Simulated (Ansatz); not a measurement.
**AlBH4N2: ladder of methods at one geometry, by script**

How do the methods compare on AlBH4N2, in result and in cost? A script is to give a ladder of methods at one geometry; the system is AlBH4N2. SMILES: B1[NH][AlH][NH]1.

Program: Ansatz 0.2.0, driven from Python. The levels of theory stand in the script. These are calculated values, not measurements.

### Step 1. The system

Bond lengths: B1–N2 1.523 Å, N2–Al3 1.835 Å, B1–N4 1.512 Å, Al3–N4 1.757 Å, B1–H5 1.246 Å, N2–H6 1.050 Å, Al3–H7 1.652 Å, N4–H8 1.062 Å. Angles: B1–N2–Al3 93.9°, B1–N2–H6 108.4°, Al3–N2–H6 108.4°, N2–B1–N4 92.8°, N2–B1–H5 131.4°, N4–B1–H5 135.7°, N2–Al3–N4 75.4°, N2–Al3–H7 133.6°, N4–Al3–H7 134.5°, B1–N4–Al3 97.5°, B1–N4–H8 103.9°, Al3–N4–H8 107.6°.

The script holds or builds the structure itself.

### Step 2. The script

albh4n2_methods.py reads:

```python
"""One geometry of AlBH4N2, method by method."""

from pathlib import Path

import ansatz as az
import numpy as np

GEOMETRY = """
B    -0.87400    0.48290   -0.57380
N     0.35160    1.06190    0.11970
Al    1.12230   -0.57880    0.40210
N    -0.32340   -0.92480   -0.53480
H    -1.91890    1.02140   -0.98690
H     0.05320    1.45260    1.04770
H     2.68050   -1.12680    0.37260
H    -0.99920   -1.44540    0.09760
"""


def main() -> None:
    mol = az.Crystal.molecule()
    for line in GEOMETRY.strip().splitlines():
        symbol, *xyz = line.split()
        mol = mol.atom(symbol, [float(v) for v in xyz])

    calculation = (
        mol.calculation()
        .basis(gaussian="cc-pVDZ")
        .scf(lower_state_search="light")  # control of the self-consistency loop
    )

    print("functional    E (Ha)        dipole (D)   HOMO (eV)  LUMO (eV)")
    for name in ["pbe", "hse06", "r2scan0", "r2scan"]:
        data = calculation.functional(name).forces().orbitals().run(threads=1, pin="off", runs_dir="runs").report
        lines = Path(data["orbitals_path"]).read_text().splitlines()
        field_of = lambda key: [line.split("=")[1].strip() for line in lines if line.startswith(key)]
        orbitals = [(27.211386 * float(e), s, float(n)) for e, s, n in zip(field_of("Ene="), field_of("Spin="), field_of("Occup="))]
        homo = max(e for e, _, n in orbitals if n > 0.5)
        lumo = min(e for e, _, n in orbitals if n < 0.5)
        dipole = 4.803205 * np.linalg.norm(data["charge_distribution"]["dipole_moment_e_ang"])
        print(f"{name:10s} {data['free_energy_ev'] / 27.211386246:14.6f} {dipole:9.3f} {homo:11.3f} {lumo:10.3f}")


if __name__ == "__main__":
    main()
```

### Step 3. The input behind the calls

The package turns the script's settings into the engine's input (first run):

```yaml
crystal:
  periodic: [false, false, false]
  atoms:
    - { symbol: B, position_ang: [-0.874, 0.4829, -0.5738] }
    - { symbol: "N", position_ang: [0.3516, 1.0619, 0.1197] }
    - { symbol: Al, position_ang: [1.1223, -0.5788, 0.4021] }
    - { symbol: "N", position_ang: [-0.3234, -0.9248, -0.5348] }
    - { symbol: H, position_ang: [-1.9189, 1.0214, -0.9869] }
    - { symbol: H, position_ang: [0.0532, 1.4526, 1.0477] }
    - { symbol: H, position_ang: [2.6805, -1.1268, 0.3726] }
    - { symbol: H, position_ang: [-0.9992, -1.4454, 0.0976] }
basis:
  gaussian:
    orbitals: cc-pVDZ
hamiltonian:
  xc: pbe
scf:
  lower_state_search: light
output:
  orbitals: {}
  forces: true
```

### Step 4. The run

Command:

```
python albh4n2_methods.py
```

Log:

```text
functional    E (Ha)        dipole (D)   HOMO (eV)  LUMO (eV)
pbe           -378.873292     3.289      -3.958     -2.811
hse06         -378.895669     3.541      -4.871     -2.414
r2scan0       -379.061423     3.642      -5.429     -1.881
r2scan        -379.082596     3.458      -4.158     -2.542
```

It took 14 s on 1 thread of Arm Neoverse V2, shared host; peak memory 0.23 GiB.

### Step 5. Inputs of later runs

The engine's inputs for the other runs:

Run 2, against run 1:

```diff
@@ -16 +16 @@
-  xc: pbe
+  xc: hse06
```

Run 3, against run 1:

```diff
@@ -16 +16 @@
-  xc: pbe
+  xc: r2scan0
```

Run 4, against run 1:

```diff
@@ -16 +16 @@
-  xc: pbe
+  xc: r2scan
```

Lines on the test bed's own set-up are left out of the output.

### Step 6. Run by run

One row for each of the 4 runs:

```tsv
run	functional	energy (eV)	SCF cycles	CPU time (s)
1	pbe	-10309.6675	24	2.3
2	hse06	-10310.2764	18	2.8
3	r2scan0	-10314.7868	19	4.4
4	r2scan	-10315.3629	16	3.6
```

Totals under unlike functionals or potentials can't be compared directly.

The fields below are those of run 1.

### Step 7. Orbitals and fields

The fields below are evaluated on a grid from the run's orbitals.

Frontier orbitals at PBE/cc-pVDZ, with the share of their density that lies nearest to each atom:

```tsv
orbital	energy (eV)	lies on
HOMO-1	-7.12	N2 26 %; H7 25 %; H5 14 %
HOMO	-3.96	N2, N4 about 42 % each
LUMO	-2.81	Al3 52 %; H7 17 %; B1 8 %
```

ELF in a plane through or near 6 of the atoms.

Ten even steps from ' ' (0.00) to '@' (1.00):
```
                                                        
                                                        
                                                        
                          ......                        
                      ....--==--::                      
                    ..::==**##**==..                    
        ..==++==..  --++**######++..                    
      ..##@@@@@@++::==##%%++::****::..--++++::          
    ..++@@@@@@@@@@::..--####**%%%%++**@@@@@@##..        
    ::%%@@@@@@@@%%..**::..==++++::::@@@@@@@@@@--        
    ::%%@@@@@@@@@@..**::..++++++::..@@@@@@@@@@--        
      ++@@@@@@@@%%..  --####**%%##++##@@@@@@%%..        
      ..**@@@@%%==::==##%%++..##**::::++####--          
        ..--==--....--**####%%##==..    ....            
                    ..--++####++--                      
                      ..::====--::                      
                          ....                          
                                                        
                                                        
                                                        
```
The map spans 11.0 Å across and 8.5 Å up, centred on the molecule. Atoms in the plane (x, y in Å): B1 (1.1, 0.0), N2 (0.1, 1.1), Al3 (-1.3, 0.0), N4 (0.0, -1.1), H5 (2.4, 0.0), H7 (-2.9, 0.0).

On the surface of density 0.002 e/bohr³ the electrostatic potential runs, from the 1st to the 99th percentile, from -1.71 V near N2 to 3.51 V near Al3.

### Step 8. What came out

| quantity | value |
| --- | --- |
| runs compared | 4 |
| HOMO-LUMO gap of the mean field (PBE/cc-pVDZ) | 1.15 eV |

**Reading.** All 4 runs converged, in 16 to 24 cycles. The geometry is a force-field or estimated start, not a minimum of this method, and the basis set is short of its limit. A lower total doesn't mark the better method: functionals have no common bound, and MP2 and coupled cluster aren't variational. Levels such as HOMO and LUMO are orbital energies: with these approximate functionals they aren't the ionisation energy and electron affinity, and their gap isn't the fundamental gap. For Al to Cl the sets with a tight d function, cc-pV(X+d)Z, are usual. hse06 follows the composition of plane-wave codes, whose totals differ by tens of mHa, up to about 0.1 Ha, from the form usual in Gaussian-basis programs (wpbeh).
